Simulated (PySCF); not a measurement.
# SrLi⁻: basis, grid and Hamiltonian

The method stays; parts of the set-up, such as the basis or the Hamiltonian, are changed.

Method: each script names its method and basis; program: PySCF 2.14.0.

1 further run of the same task is left out (for a known fault of the program).

## 1. Where the work starts

SrLi⁻: 2 atoms, charge -1, spin multiplicity 1.

Bond lengths: Sr1–Li2 3.095 Å.

## 2. The base run

File input.py:

```python
from pyscf import gto, scf, mp

mol = gto.M(
    atom='Sr 0 0 0; Li 0 0 3.095',
    basis='cc-pvdz-dk',
    charge=-1,
    spin=0,
    symmetry=True,
    verbose=4,
)
mf = scf.RHF(mol)
mf = mf.sfx2c1e()
mf.kernel()
mp.MP2(mf, frozen=9).kernel()
mf.dip_moment()
print('orbital energies (hartree):', mf.mo_energy[..., max(0, mol.nelec[1]-3):mol.nelec[0]+3].round(4))
```

Run with:

```bash
> python input.py
```

Its log is not repeated here.

Base result: E(SCF) = -3184.683410 Eh, 10 cycles, E(MP2) − E(SCF) = -0.09641 Eh.

The bond length is a typed value, not an optimised one. The dipole of an ion depends on the origin.

## 3. Spin-free X2C off

Variant 1 changes spin-free X2C: on → off.

File input.py:

```python
from pyscf import gto, scf, mp

mol = gto.M(
    atom='Sr 0 0 0; Li 0 0 3.095',
    basis='cc-pvdz-dk',
    charge=-1,
    spin=0,
    symmetry=True,
    verbose=4,
)
mf = scf.RHF(mol)
mf.kernel()
mp.MP2(mf, frozen=9).kernel()
mf.dip_moment()
print('orbital energies (hartree):', mf.mo_energy[..., max(0, mol.nelec[1]-3):mol.nelec[0]+3].round(4))
```

Run with:

```bash
> python input.py
```

## 4. Lanl2dz (core potential on, X2C off)

Variant 2 changes basis set: cc-pvdz-dk → lanl2dz; core potential: off → on; spin-free X2C: on → off; frozen orbitals: 9 → none. The core potential changes with it: totals don't compare.

input.py: that of step 2 with these lines changed.

```diff
@@ -4,3 +4,4 @@
     atom='Sr 0 0 0; Li 0 0 3.095',
-    basis='cc-pvdz-dk',
+    basis='lanl2dz',
+    ecp={'Sr': 'lanl2dz'},
     charge=-1,
@@ -11,5 +12,4 @@
 mf = scf.RHF(mol)
-mf = mf.sfx2c1e()
 mf.kernel()
-mp.MP2(mf, frozen=9).kernel()
+mp.MP2(mf).kernel()
 mf.dip_moment()
```

## 5. Cartesian functions on

Variant 3 changes Cartesian functions: off → on.

input.py: that of step 2 with these lines changed.

```diff
@@ -8,2 +8,3 @@
     symmetry=True,
+    cart=True,
     verbose=4,
```

Before running it: what results should come out? Wanted: for each run, E(SCF); from base; gap; after the SCF.

**Answer**, as computed:

| run | E(SCF) (hartree) | from base (eV) | cycles | gap (eV) | functions | after the SCF |
| --- | --- | --- | --- | --- | --- | --- |
| base | -3184.683410 | 0 | 10 | 3.68 | 50 | MP2 correlation -2.624 eV, core frozen |
| spin-free X2C off (poor choice) | -3103.827490 | not comparable | 10 | 3.65 | 50 | MP2 correlation -2.657 eV, core frozen |
| lanl2dz (core potential on, X2C off) | -37.512451 | not comparable | 9 | 3.41 | 21 | MP2 correlation -0.888 eV |
| Cartesian functions on | -3184.684170 | -0.0207 | 10 | 3.69 | 54 | MP2 correlation -2.819 eV, core frozen |

In words: Rows marked «poor choice» come from settings spoiled on purpose.
